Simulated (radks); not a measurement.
**K⁺ inside a hard spherical wall**

What does compression do to the levels of K⁺? A hard sphere of shrinking radius stands in for pressure; the configuration is held at [Ar].

The numbers are computed with radks (a radial shooting solver on a logarithmic mesh, Libxc functionals) version 1 (scalar-relativistic Kohn-Sham, PBE, spin-polarised, spherical densities, finite nucleus), except any that are marked as measured or tabulated.

## Step 1: The system

```
element            : potassium (Z = 19)
charge             : +1
electrons          : 18
configuration      : [Ar]
nuclear rms radius : 3.4349 fm
```

The outer shells:

K⁺
```
[Ne] core
3s [↑↓]
3p [↑↓][↑↓][↑↓]
```

## Step 2: The free atom

The run's settings:

```text
Z 19
configuration [Ar] 4s0 3d0 4p0
relativity scalar-relativistic
functional pbe,pbe
spin polarised
nucleus finite rms 3.4349 fm
c 137.035999084
```

## Step 3: Wall at 20 bohr

Input: that of step 2 with these lines changed.

```diff
@@ -6,2 +6,3 @@
 nucleus finite rms 3.4349 fm
+wall 20 bohr
 c 137.035999084
```

## Step 4: Wall at 10 bohr

Input: that of step 3 with these lines changed.

```diff
@@ -6,3 +6,3 @@
 nucleus finite rms 3.4349 fm
-wall 20 bohr
+wall 10 bohr
 c 137.035999084
```

## Step 5: Wall at 7 bohr

Input: that of step 4 with these lines changed.

```diff
@@ -6,3 +6,3 @@
 nucleus finite rms 3.4349 fm
-wall 10 bohr
+wall 7 bohr
 c 137.035999084
```

## Step 6: Wall at 3 bohr

Input: that of step 5 with these lines changed.

```diff
@@ -6,3 +6,3 @@
 nucleus finite rms 3.4349 fm
-wall 7 bohr
+wall 3 bohr
 c 137.035999084
```

## Step 7: Wall at 2 bohr

Input: that of step 6 with these lines changed.

```diff
@@ -6,3 +6,3 @@
 nucleus finite rms 3.4349 fm
-wall 3 bohr
+wall 2 bohr
 c 137.035999084
```

## Step 8: Wall at 1.5 bohr

Input: that of step 7 with these lines changed.

```diff
@@ -6,3 +6,3 @@
 nucleus finite rms 3.4349 fm
-wall 2 bohr
+wall 1.5 bohr
 c 137.035999084
```

Q: Predict the outcome of this session. Wanted: for each run, R; E − E(free); ε(3p); ε(4s, empty); ε(3d, empty); ε(4p, empty); pressure.

As calculated:

```
R (bohr)  E − E(free) (eV)  ε(3p) (eV)  ε(4s, empty) (eV)  ε(3d, empty) (eV)  ε(4p, empty) (eV)  pressure (GPa)
    free             0.000     -24.884                  -                  -                  -               0
      20             0.000     -24.884                  -                  -                  -        < 0.0001
      10             0.000     -24.884             -6.186             -3.783                  -        < 0.0001
       7             0.001     -24.883             -5.688             -3.563             -2.421         0.00260
       3             9.894     -19.755             28.336              6.030             38.729             228
       2            118.10       8.575             140.02             38.377             152.20            6578
     1.5            457.06      72.175             351.27             96.499             353.04           50024
```

**Reading.** Eigenvalues are for spin up. At the tightest wall, 1.5 bohr, the energy stands 457.06 eV above the free atom and the pressure, −dE/dV, is 50024 GPa. Of the levels in the table that exist at both ends, 3p rises most from the free atom (97.059 eV). From R = 2 bohr inwards the highest occupied level lies above zero, pushed up by confinement. Shells are not refilled when levels cross, and a hard wall is a model, not a crystal.
